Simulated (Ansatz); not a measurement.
# AsGe: the cost of one run

The runs use Ansatz 0.2.0, Gaussian basis; aug-cc-pVTZ, core rule «outside noble gas», up to 28 orbitals frozen.

The runs, in order: UHF; CCSD(T) on ROHF; CCSD(T) on UHF; BCCD(T) on ROHF; CCSDT(Q) on ROHF; CCSDT(Q) on UHF; CASSCF and MRCISD+Q, 9 electrons in 8 orbitals; CASSCF and NEVPT2, 9 electrons in 8 orbitals.

4 further runs of the same task are left out: 4 set aside as unsound or not needed. Runs told in other sessions of the task aren't counted.

### Step 1. The system

The geometry is a PBE0/def2-TZVPD stationary point (not a proven minimum) of the parent state, kept for this charge and spin. No spin-orbit coupling is included. The filled d shell of Ge, As may be among the frozen orbitals whatever the setting's name suggests.

2 atoms, charge 0, spin multiplicity 2.

Atoms are counted from 1 here; the program's logs count them from 0.

Bond lengths: Ge1–As2 2.158 Å.

As a file:

```xyz
2
charge 0, multiplicity 2
Ge    0.0000    0.0000    0.0000
As    0.0000    0.0000    2.1583
```

### Step 2. UHF

in.yaml

```yaml
crystal:
  periodic: [false, false, false]
  atoms:
    - {symbol: Ge, position_ang: [0.000000, 0.000000, 0.000000]}
    - {symbol: As, position_ang: [0.000000, 0.000000, 2.158300]}
basis:
  gaussian: {orbitals: aug-cc-pVTZ}
magnetization: {spin_polarized: true, initial_magnetization: 1}
hamiltonian: {xc: hf}
output: {orbitals: {seedname: orbitals}}
```

Command:

```bash
$ ansatz run in.yaml --threads 1 --pin off --events-out ev --progress --plain --max-ram 4096MiB --backend cpu
```

Q: Estimate wall time and peak memory on 1 thread of AMD EPYC 7R13, shared host.

About 32 s, with a peak of 0.33 GiB.
